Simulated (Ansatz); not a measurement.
# HfTe2W2: properties of a relaxed candidate

Aim: for this structure of HfTe2W2, compute bands, density of states and charges.

Computed with Ansatz 0.2.0 (DFT PBE, scalar-relativistic, plane waves, PAW, unless a step's input says otherwise).

## 1. The system as given

Symmetry: P-3m1, No. 164, trigonal system. Conventional cell: a = 4.579 Å, b = 4.579 Å, c = 7.470 Å, α = 90.00°, β = 90.00°, γ = 120.00°. Hf (site symmetry -3m) is surrounded by 6 W at 2.74 Å. Te (site symmetry 3m) is surrounded by 4 W at 2.74 to 2.96 Å. W (site symmetry 3m) has 3 Hf at 2.74 Å and 4 Te at 2.74 to 2.96 Å and 3 W at 2.99 Å as nearest neighbours.

Coordinates:

```cif
data_structure
_symmetry_space_group_name_H-M 'P-3m1'
_symmetry_Int_Tables_number 164
_cell_length_a 4.5789
_cell_length_b 4.5789
_cell_length_c 7.4701
_cell_angle_alpha 90.000
_cell_angle_beta 90.000
_cell_angle_gamma 120.000
_cell_volume 135.64
loop_
_atom_site_label
_atom_site_type_symbol
_atom_site_symmetry_multiplicity
_atom_site_Wyckoff_symbol
_atom_site_fract_x
_atom_site_fract_y
_atom_site_fract_z
_atom_site_occupancy
Hf1 Hf 1 a 0.00000 0.00000 0.00000 1
Te1 Te 2 d 0.66667 0.33333 0.27252 1
W1 W 2 d 0.66667 0.33333 0.90614 1
```

It is the end of an earlier relaxation with the same method, from a database cell with other species swapped in; it is a trial structure. At a tolerance of 0.05 Å it has space group P-3m1 (No. 164); it has 27.13 Å³/atom, an uncorrected energy of +0.50 eV/atom over the elements.

## 2. Electronic structure at the relaxed geometry

input.yaml

```yaml
crystal:
  lattice:
    - [4.5788914956, 0.0, 0.0]
    - [-2.2894457478, 3.9654363563, 0.0]
    - [0.0, 0.0, 7.470147625]
  atoms:
    - { symbol: Hf, position: [0.0, 0.0, 0.0] }
    - { symbol: Te, position: [0.6666666667, 0.3333333333, 0.2725208602] }
    - { symbol: Te, position: [0.3333333333, 0.6666666667, 0.7274791398] }
    - { symbol: W, position: [0.6666666667, 0.3333333333, 0.9061361465] }
    - { symbol: W, position: [0.3333333333, 0.6666666667, 0.0938638535] }
basis:
  ecutwfc: 420
kpoints:
  mp_grid: { grid: [12, 12, 6] }
  band_path:
    path:
      - [[0.0, 0.0, 0.0], [0.5, 0.0, 0.0], [0.33333333, 0.33333333, 0.0], [0.0, 0.0, 0.0], [0.0, 0.0, 0.5], [0.5, 0.0, 0.5], [0.33333333, 0.33333333, 0.5], [0.0, 0.0, 0.5]]
      - [[0.5, 0.0, 0.5], [0.5, 0.0, 0.0]]
      - [[0.33333333, 0.33333333, 0.5], [0.33333333, 0.33333333, 0.0]]
    npoints: 14
hamiltonian:
  xc: pbe
scf:
  occupations: { method: gaussian, width: 0.1 }
  n_extra_bands: 12
output:
  forces: true
  stress: true
  eigenvalues: true
  populations: true
  dos: { projected: true, de: 0.02, nscf_kmesh: { grid: [15, 15, 8] } }
  bader: true
  write_density: true
  write_potential: true
  elf: true
  volumetric_format: npy
```

Started as:

```bash
$ ansatz run input.yaml --threads 1 --pin off --max-ram 2560MiB --backend cpu --events-out ev --progress --plain --runs-dir out
```

Before running it: what results should come out? Wanted: gap; states at the Fermi level; Bader charges.

The runs gave:

| quantity | value |
| --- | --- |
| gap | none (metal) |
| states at the Fermi level | 1.16 per eV per cell |
| Bader charges | Hf +0.95, Te -0.44, W -0.04 e |

In words: There is no gap at this level. Of the projected weight within 0.25 eV of the Fermi level, the largest part is W 5d (63 %) and Hf 5d (18 %). Charge transfer between the atoms is moderate (Bader charges up to 0.9 e). These runs have no spin-orbit coupling; with Hf, Te, W it would split and shift bands.
